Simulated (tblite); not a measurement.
# Mg15S15 ((MgS)15 cage of four- and six-membered rings): the cost of one run

Programs: tblite 0.8.0 and PySCF 2.14.0, with routines of our own; each step states its level. All values are computed. Atoms count from 0.

## (1) The system as given

30 atoms, charge 0, multiplicity 1; geometry from: force field, distance geometry or constructed start.

## (2) Geometry optimisation with GFN1-xTB

What the job is given:

```
{"job": {"kind": "relax", "xc": "GFN1-xTB", "basis": "xTB"}, "charge": 0, "multiplicity": 1}
Mg     0.632300    -1.388300     5.566200
S      1.786800    -2.268000     3.665500
Mg    -0.205800    -3.463700     3.064400
S     -1.410400    -2.294000     4.767600
Mg    -2.204000    -0.108100     4.242600
S     -0.294500     0.823900     5.336600
Mg     1.060600     2.412200     4.135500
S      2.755900     1.585500     2.652400
Mg     2.707100    -0.734800     2.039100
S      2.438500    -1.308900    -0.289800
Mg     0.970200    -3.183800    -0.788400
S     -0.974800    -3.184500     0.786900
Mg    -2.444700    -1.307400     0.296700
S     -2.573200     0.447600     1.921100
Mg    -1.920400     2.675600     1.258300
S      0.078400     3.571200     2.317300
Mg     2.131100     3.246400     1.076600
S      1.917100     2.666800    -1.259700
Mg     2.574800     0.449600    -1.921400
S      2.205800    -0.106800    -4.236500
Mg     1.407400    -2.295600    -4.771800
S      0.210100    -3.460600    -3.062900
Mg    -1.786600    -2.266800    -3.665300
S     -2.708600    -0.737400    -2.040900
S     -0.626900    -1.385100    -5.566600
Mg     0.285100     0.822400    -5.336800
S     -2.130000     3.246600    -1.077100
Mg    -0.080800     3.570800    -2.310600
S     -1.059900     2.410100    -4.141300
Mg    -2.751400     1.582600    -2.647800
```

Launch:

```console
OMP_NUM_THREADS=4 python large_run.py task.json out
```

The driver reads the jobs from task.json and runs them one after another.

Q: Estimate the wall time and peak memory of this first job on 4 threads of Intel Xeon Platinum 8259CL at 2.50GHz, shared host.

About 10 s, with a peak of 0.17 GiB.
